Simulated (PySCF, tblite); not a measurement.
# C5H4F2N2S: a rotation path, then NMR shifts on frames, part 2 of 2

tblite 0.8.0 and PySCF 2.14.0. Atoms count from 0. The steps go on from the part before.

### Step 5. NMR shieldings: image 4, PBE0/pcSseg-1

What the job is given:

```
{"job": {"kind": "nmr", "xc": "PBE0", "basis": "pcSseg-1", "pop": false}, "charge": 0, "multiplicity": 1}
F     -2.811300     1.862500     0.254900
C     -1.589000     1.279300     0.053400
C     -1.682200    -0.188800     0.313100
C     -0.679400    -1.042800     0.195700
F     -0.887100    -2.353300     0.444700
C      0.705700    -0.719800    -0.193400
N      1.634400    -0.397400     0.734200
C      2.761200    -0.168800     0.151100
S      2.652800    -0.350400    -1.566200
N      1.079800    -0.734800    -1.447900
H     -0.888700     1.774200     0.737500
H     -1.303800     1.493200    -0.984300
H     -2.652100    -0.554200     0.616300
H      3.659000     0.100800     0.668400
```

Level: GIAO PBE0/pcSseg-1 NMR shielding, non-relativistic, gas phase.

The log of the run:

```text
coarse grid: 13832 points
cycle   1  E = -899.3577101410  dE =  1.933e+00  |g| = 6.925e-01  |ddm| = 3.781e+00
cycle   2  E = -899.2662772088  dE =  9.143e-02  |g| = 1.018e+00  |ddm| = 1.433e+00
cycle   3  E = -899.4435628536  dE = -1.773e-01  |g| = 9.796e-02  |ddm| = 8.603e-01
cycle   4  E = -899.4445693149  dE = -1.006e-03  |g| = 6.855e-02  |ddm| = 1.144e-01
cycle   5  E = -899.4455739357  dE = -1.005e-03  |g| = 1.786e-02  |ddm| = 6.378e-02
cycle   6  E = -899.4456406239  dE = -6.669e-05  |g| = 6.236e-03  |ddm| = 1.961e-02
cycle   7  E = -899.4456477844  dE = -7.160e-06  |g| = 2.015e-03  |ddm| = 5.764e-03
final grid: 134472 points
cycle   8  E = -899.5179707084  dE = -4.710e-05  |g| = 8.536e-03  |ddm| = 3.431e-02
cycle   9  E = -899.5179518160  dE =  1.889e-05  |g| = 1.269e-02  |ddm| = 1.768e-02
cycle  10  E = -899.5179868114  dE = -3.500e-05  |g| = 1.182e-03  |ddm| = 1.164e-02
cycle  11  E = -899.5179870697  dE = -2.582e-07  |g| = 4.970e-04  |ddm| = 1.452e-03
cycle  12  E = -899.5179871174  dE = -4.777e-08  |g| = 1.818e-04  |ddm| = 4.842e-04
cycle  13  E = -899.5179871239  dE = -6.521e-09  |g| = 5.449e-05  |ddm| = 1.856e-04
cycle  14  E = -899.5179871246  dE = -6.689e-10  |g| = 2.386e-05  |ddm| = 7.088e-05
converged SCF energy = -899.5179871246

GIAO shielding tensors (ppm)
atom      isotropic    diamagn.    paramagn.     s11        s22        s33       span
  0 F      430.972     468.053     -37.081    397.415    418.923    476.577     79.162
  1 C      105.920     245.477    -139.556     73.833     82.025    161.903     88.070
  2 C       63.182     257.390    -194.208    -31.305     88.775    132.076    163.381
  3 C       28.862     244.882    -216.019    -73.614     74.684     85.518    159.132
  4 F      266.792     472.467    -205.675    179.235    294.473    326.669    147.434
  5 C       17.791     256.723    -238.932    -52.624     25.054     80.943    133.567
  6 N      -79.699     328.559    -408.258   -347.065   -115.251    223.220    570.286
  7 C        6.310     259.251    -252.940    -93.224      1.943    110.212    203.435
  8 S       58.317    1056.689    -998.372   -174.028    131.771    217.208    391.236
  9 N      -64.498     325.907    -390.405   -300.663   -113.355    220.525    521.188
 10 H       26.452      29.771      -3.319     21.162     27.296     30.898      9.737
 11 H       26.443      29.474      -3.031     21.130     27.170     31.031      9.901
 12 H       25.267      29.698      -4.432     23.430     24.213     28.158      4.729
 13 H       22.154      29.637      -7.483     19.747     20.541     26.174      6.428
```

Run time: 85 s. Hardware: 1 thread, shared host.

Key values: δ C7 180.6, C5 169.1, C3 158.1, C2 123.7, H13 9.56, H12 6.45 ppm.

### Step 6. Nuclear shieldings: image 6, PBE0/pcSseg-1

What the job is given:

```
{"job": {"kind": "nmr", "xc": "PBE0", "basis": "pcSseg-1", "pop": false}, "charge": 0, "multiplicity": 1}
F     -2.975700     1.742900    -0.015700
C     -1.708000     1.237900    -0.136000
C     -1.683000    -0.176300     0.337600
C     -0.611400    -0.959300     0.354000
F     -0.722100    -2.209800     0.846400
C      0.737400    -0.605900    -0.082400
N      1.816000    -0.936700     0.663500
C      2.884200    -0.498900     0.097000
S      2.541600     0.320300    -1.390600
N      0.950600     0.061500    -1.193500
H     -1.056100     1.878900     0.471100
H     -1.424400     1.322000    -1.190400
H     -2.618200    -0.563300     0.715000
H      3.868400    -0.613700     0.501700
```

Method: GIAO PBE0/pcSseg-1 NMR shielding, non-relativistic, gas phase.

The log of the run:

```text
coarse grid: 13832 points
cycle   1  E = -899.3659264422  dE =  1.939e+00  |g| = 6.897e-01  |ddm| = 3.794e+00
cycle   2  E = -899.2766522326  dE =  8.927e-02  |g| = 1.009e+00  |ddm| = 1.493e+00
cycle   3  E = -899.4512430738  dE = -1.746e-01  |g| = 9.261e-02  |ddm| = 8.988e-01
cycle   4  E = -899.4521784760  dE = -9.354e-04  |g| = 6.287e-02  |ddm| = 1.074e-01
cycle   5  E = -899.4530010828  dE = -8.226e-04  |g| = 1.687e-02  |ddm| = 5.952e-02
cycle   6  E = -899.4530600828  dE = -5.900e-05  |g| = 6.235e-03  |ddm| = 1.908e-02
cycle   7  E = -899.4530676348  dE = -7.552e-06  |g| = 1.816e-03  |ddm| = 5.560e-03
final grid: 134472 points
cycle   8  E = -899.5238543917  dE = -4.490e-05  |g| = 8.863e-03  |ddm| = 3.806e-02
cycle   9  E = -899.5238336067  dE =  2.078e-05  |g| = 1.326e-02  |ddm| = 1.803e-02
cycle  10  E = -899.5238716104  dE = -3.800e-05  |g| = 1.445e-03  |ddm| = 1.191e-02
cycle  11  E = -899.5238720065  dE = -3.961e-07  |g| = 5.339e-04  |ddm| = 1.595e-03
cycle  12  E = -899.5238720684  dE = -6.190e-08  |g| = 1.968e-04  |ddm| = 6.061e-04
cycle  13  E = -899.5238720766  dE = -8.206e-09  |g| = 6.268e-05  |ddm| = 1.920e-04
cycle  14  E = -899.5238720773  dE = -7.101e-10  |g| = 2.499e-05  |ddm| = 6.225e-05
converged SCF energy = -899.5238720773

GIAO shielding tensors (ppm)
atom      isotropic    diamagn.    paramagn.     s11        s22        s33       span
  0 F      429.499     468.107     -38.608    393.982    420.462    474.053     80.071
  1 C      104.615     245.438    -140.823     72.451     81.752    159.643     87.192
  2 C       60.313     257.745    -197.432    -29.605     79.259    131.285    160.890
  3 C       29.253     245.148    -215.895    -66.275     72.872     81.161    147.437
  4 F      282.364     473.248    -190.884    205.400    306.627    335.064    129.664
  5 C       16.078     256.529    -240.451    -48.790     22.057     74.968    123.758
  6 N      -77.854     328.917    -406.771   -354.884   -109.404    230.726    585.610
  7 C        7.442     260.765    -253.323    -90.439      4.085    108.681    199.120
  8 S       65.792    1056.648    -990.856   -167.555    151.270    213.661    381.216
  9 N      -51.208     326.866    -378.074   -283.372    -94.573    224.320    507.691
 10 H       26.375      29.642      -3.266     22.043     26.740     30.344      8.300
 11 H       25.348      29.099      -3.751     19.012     26.457     30.576     11.564
 12 H       25.148      29.731      -4.583     23.002     24.114     28.327      5.325
 13 H       22.206      29.418      -7.212     19.734     20.494     26.390      6.656
```

Wall time 90 s (1 thread, shared host).

In short: δ C7 179.5, C5 170.8, C3 157.7, C2 126.6, H13 9.51, H12 6.57 ppm.

### Step 7. NMR shieldings: image 8, PBE0/pcSseg-1

What the job is given:

```
{"job": {"kind": "nmr", "xc": "PBE0", "basis": "pcSseg-1", "pop": false}, "charge": 0, "multiplicity": 1}
F     -3.066400     1.601600    -0.319400
C     -1.770700     1.156100    -0.310300
C     -1.688000    -0.162900     0.371300
C     -0.562100    -0.856400     0.544800
F     -0.617800    -2.042500     1.179400
C      0.765800    -0.471600     0.116100
N      1.835800    -1.266900     0.356700
C      2.898300    -0.720000    -0.112400
S      2.566000     0.807600    -0.864800
N      0.985900     0.661300    -0.521500
H     -1.168300     1.915700     0.201400
H     -1.439100     1.094300    -1.353300
H     -2.617500    -0.568600     0.742500
H      3.877500    -1.148100    -0.052700
```

Level: GIAO PBE0/pcSseg-1 NMR shielding, non-relativistic, gas phase.

The log of the run:

```text
coarse grid: 13832 points
cycle   1  E = -899.3715283644  dE =  1.946e+00  |g| = 6.863e-01  |ddm| = 3.809e+00
cycle   2  E = -899.2848380075  dE =  8.669e-02  |g| = 9.990e-01  |ddm| = 1.565e+00
cycle   3  E = -899.4558587009  dE = -1.710e-01  |g| = 9.151e-02  |ddm| = 9.406e-01
cycle   4  E = -899.4567648537  dE = -9.062e-04  |g| = 6.173e-02  |ddm| = 1.048e-01
cycle   5  E = -899.4575574399  dE = -7.926e-04  |g| = 1.597e-02  |ddm| = 5.973e-02
cycle   6  E = -899.4576106846  dE = -5.324e-05  |g| = 6.054e-03  |ddm| = 1.838e-02
cycle   7  E = -899.4576181287  dE = -7.444e-06  |g| = 1.536e-03  |ddm| = 5.314e-03
final grid: 134472 points
cycle   8  E = -899.5288960129  dE = -4.037e-05  |g| = 9.319e-03  |ddm| = 3.758e-02
cycle   9  E = -899.5288696668  dE =  2.635e-05  |g| = 1.442e-02  |ddm| = 2.000e-02
cycle  10  E = -899.5289149195  dE = -4.525e-05  |g| = 1.584e-03  |ddm| = 1.338e-02
cycle  11  E = -899.5289154274  dE = -5.080e-07  |g| = 5.839e-04  |ddm| = 1.744e-03
cycle  12  E = -899.5289155046  dE = -7.713e-08  |g| = 1.751e-04  |ddm| = 6.282e-04
cycle  13  E = -899.5289155104  dE = -5.854e-09  |g| = 6.772e-05  |ddm| = 1.772e-04
cycle  14  E = -899.5289155113  dE = -8.577e-10  |g| = 2.538e-05  |ddm| = 6.729e-05
converged SCF energy = -899.5289155113

GIAO shielding tensors (ppm)
atom      isotropic    diamagn.    paramagn.     s11        s22        s33       span
  0 F      420.481     468.034     -47.552    385.621    418.870    456.953     71.332
  1 C      101.472     245.140    -143.667     73.119     79.074    152.224     79.105
  2 C       57.352     258.383    -201.030    -27.721     68.192    131.585    159.306
  3 C       29.781     244.789    -215.008    -60.685     71.613     78.415    139.100
  4 F      296.378     473.211    -176.834    224.503    316.285    348.345    123.842
  5 C       15.490     255.538    -240.048    -44.434     20.564     70.339    114.773
  6 N      -73.598     328.016    -401.615   -353.573    -99.915    232.694    586.267
  7 C        7.699     261.661    -253.963    -89.229      4.879    107.446    196.674
  8 S       51.409    1056.764   -1005.355   -184.063    145.875    192.416    376.479
  9 N      -43.808     329.502    -373.311   -273.775    -80.733    223.083    496.858
 10 H       25.635      29.192      -3.557     20.598     26.625     29.682      9.083
 11 H       25.641      29.181      -3.539     20.621     26.662     29.641      9.020
 12 H       24.868      29.692      -4.824     22.657     23.556     28.392      5.735
 13 H       22.205      29.363      -7.158     19.750     20.342     26.522      6.772
```

It took 87 s on 1 thread, shared host.

In short: δ C7 179.2, C5 171.4, C3 157.1, C2 129.6, H13 9.51, H12 6.85 ppm.

### Step 8. Comparing the runs: NMR shifts

Shifts (ppm) of some atoms, chosen among heavy atoms and hydrogens apart, with basis size and wall time:

| frame | H10 | H11 | F4 | F0 | N6 | N9 | S8 | functions | time |
| --- | --- | --- | --- | --- | --- | --- | --- | --- | --- |
| image 0 | 6.18 | 6.17 | -127.8 | -249.1 | 336.5 | 313.0 | 430 | 197 | 1.7 min |
| image 2 | 6.39 | 5.27 | -108.9 | -258.7 | 339.3 | 325.4 | 436 | 197 | 92 s |
| image 4 | 5.26 | 5.27 | -95.8 | -260.0 | 347.4 | 332.2 | 445 | 197 | 85 s |
| image 6 | 5.34 | 6.37 | -111.4 | -258.6 | 345.6 | 318.9 | 438 | 197 | 90 s |
| image 8 | 6.08 | 6.08 | -125.4 | -249.5 | 341.3 | 311.5 | 452 | 197 | 87 s |

### Step 9. Summary of results

What follows sums up all 2 parts.

| quantity | value |
| --- | --- |
| barrier | 0.235 eV (5.4 kcal/mol) at image 4 |
| end to end (GFN2-xTB) | 0.004 eV |
| 13C shifts against TMS (PBE0/pcSseg-1, image 0) | 180.4, 169.6, 157.5, 128.5, 84.6 ppm |
| 1H shifts against TMS (PBE0/pcSseg-1, image 0) | 9.50, 6.83, 6.18, 6.17 ppm |
| 19F shifts against CFCl3 (PBE0/pcSseg-1, image 0) | -127.8, -249.1 ppm |
| 15N shifts against NH3 (PBE0/pcSseg-1, image 0) | 336.5, 313.0 ppm |
| 33S shifts against CS2 (PBE0/pcSseg-1, image 0) | 430 ppm |
| range of the shift of F4 | -127.8 to -95.8 ppm |

In words: Along the band the dihedral turns by 180°, and the top (dihedral 90°) lies 5.4 kcal/mol above the start (GFN2-xTB, rough), so at room temperature this motion is fast. The top was not checked by a frequency run. Shifts at one fixed geometry are not the observed spectrum, which averages over the motion. In the first frame run (image 0): The largest span, 567 ppm, is at N6, where the paramagnetic term is -400 ppm. NICS(1)zz of -32 ppm above the planar ring from C5 marks a diatropic (aromatic) ring current. In ppm, F4 moves most: its shift spreads over 32.0 ppm, from -127.8 (image 0) to -95.8 (image 4).
